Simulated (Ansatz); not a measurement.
# C started on an Al site in zincblende AlP, 16 atoms, charge +1

Aim: a base single point, then the same cell under other settings, to see what each one moves.

Program: Ansatz 0.2.0, PAW, plane waves. These are calculated values, not measurements.

### Step 1. The system as built

16 atoms (7 Al, 8 P, 1 C); a = 10.940 Å, b = 5.470 Å, c = 5.470 Å, α = 90.00°, β = 90.00°, γ = 90.00°. All atoms were shaken off their sites by about 0.10 Å along each axis. Defect site 1: (0.500, 0.500, 0.500).

### Step 2. Single point with PBEsol

Contents of in.yaml:

```yaml
crystal:
  lattice:
    - [10.940000, 0.000000, 0.000000]
    - [0.000000, 5.470000, 0.000000]
    - [0.000000, 0.000000, 5.470000]
  atoms:
    - { symbol: Al, position: [0.001670, 0.015260, 0.008013] }
    - { symbol: Al, position: [0.496872, 0.961800, 0.999490] }
    - { symbol: Al, position: [0.245764, 0.497639, 0.979348] }
    - { symbol: Al, position: [0.742063, 0.513384, 0.967394] }
    - { symbol: Al, position: [0.242757, 0.008121, 0.482318] }
    - { symbol: Al, position: [0.754211, 0.002947, 0.496769] }
    - { symbol: Al, position: [0.000271, 0.504266, 0.483237] }
    - { symbol: P, position: [0.111602, 0.256124, 0.238646] }
    - { symbol: P, position: [0.630616, 0.244943, 0.258519] }
    - { symbol: P, position: [0.386179, 0.736126, 0.251971] }
    - { symbol: P, position: [0.868821, 0.735842, 0.260183] }
    - { symbol: P, position: [0.371490, 0.244685, 0.784556] }
    - { symbol: P, position: [0.867782, 0.274666, 0.757293] }
    - { symbol: P, position: [0.118138, 0.746886, 0.746691] }
    - { symbol: P, position: [0.634629, 0.743583, 0.724099] }
    - { symbol: C, position: [0.495557, 0.505207, 0.496708] }
kpoints:
  mp_grid: { grid: [2, 2, 2], shift: [0.5, 0.5, 0.5] }
hamiltonian:
  xc: pbesol
total_charge: 1
scf:
  occupations: { method: fermi_dirac, width: 0.01 }
output:
  forces: true
  eigenvalues: true
  populations: true
  charged_corrections: { epsilon: 9.8 }
```

Started as:

```bash
$ ansatz run in.yaml --threads 8 --pin off --max-ram 13300MiB --runs-dir r --events-out ev --progress --plain
```

### Step 3. Variant: mixer broyden, density cutoff ratio 8

in.yaml, as its differences from that of step 2:

```diff
@@ -24,2 +24,3 @@
   mp_grid: { grid: [2, 2, 2], shift: [0.5, 0.5, 0.5] }
+basis: { ecutrho_ratio: 8 }
 hamiltonian:
@@ -29,2 +30,4 @@
   occupations: { method: fermi_dirac, width: 0.01 }
+  max_iter: 70
+  mixing: { algorithm: broyden }
 output:
@@ -32,3 +35,2 @@
   eigenvalues: true
-  populations: true
-  charged_corrections: { epsilon: 9.8 }
+  stress: true
```

### Step 4. Variant: k points 3×3×3, smearing width 0.5 eV

in.yaml, as its differences from that of step 3:

```diff
@@ -23,4 +23,3 @@
 kpoints:
-  mp_grid: { grid: [2, 2, 2], shift: [0.5, 0.5, 0.5] }
-basis: { ecutrho_ratio: 8 }
+  mp_grid: { grid: [3, 3, 3] }
 hamiltonian:
@@ -29,5 +28,4 @@
 scf:
-  occupations: { method: fermi_dirac, width: 0.01 }
-  max_iter: 70
-  mixing: { algorithm: broyden }
+  occupations: { method: fermi_dirac, width: 0.5 }
+  max_iter: 50
 output:
```

### Step 5. Variant: dispersion D4

in.yaml, as its differences from that of step 4:

```diff
@@ -23,9 +23,10 @@
 kpoints:
-  mp_grid: { grid: [3, 3, 3] }
+  mp_grid: { grid: [2, 2, 2], shift: [0.5, 0.5, 0.5] }
 hamiltonian:
   xc: pbesol
+  dispersion: d4
 total_charge: 1
 scf:
-  occupations: { method: fermi_dirac, width: 0.5 }
-  max_iter: 50
+  occupations: { method: fermi_dirac, width: 0.01 }
+  max_iter: 70
 output:
```

### Step 6. Variant: mixer broyden, density threshold 1e-12 eV

in.yaml, as its differences from that of step 5:

```diff
@@ -26,3 +26,2 @@
   xc: pbesol
-  dispersion: d4
 total_charge: 1
@@ -30,3 +29,5 @@
   occupations: { method: fermi_dirac, width: 0.01 }
-  max_iter: 70
+  max_iter: 80
+  convergence: { dr2_threshold: 1e-12 }
+  mixing: { algorithm: broyden }
 output:
```

Before running it: what results should come out? Wanted: for each run, settings; status; energy from base; forces from base.

As calculated:

| settings | status | cycles | time | energy from base (meV/atom) | forces from base (eV/Å rms) | filled to empty level on the mesh (eV) |
| --- | --- | --- | --- | --- | --- | --- |
| base | converged | 7 | 1.2 s (8 CPU threads) | 0 | 0 | 0.43 |
| mixer broyden, density cutoff ratio 8 | converged | 9 | 1.4 s (8 CPU threads) | 0.0 | 0.000 | 0.43 |
| k points 3×3×3, smearing width 0.5 eV | converged, settings too loose | 8 | 3.1 s (8 CPU threads) | +4.1 | 0.168 | - |
| dispersion D4 | converged | 7 | 1 s (8 CPU threads) | - | 0.009 | 0.43 |
| mixer broyden, density threshold 1e-12 eV | converged | 14 | 1.3 s (8 CPU threads) | 0.0 | 0.000 | 0.43 |

Among these variants the forces move most with k points 3×3×3, smearing width 0.5 eV (0.168 eV/Å rms).
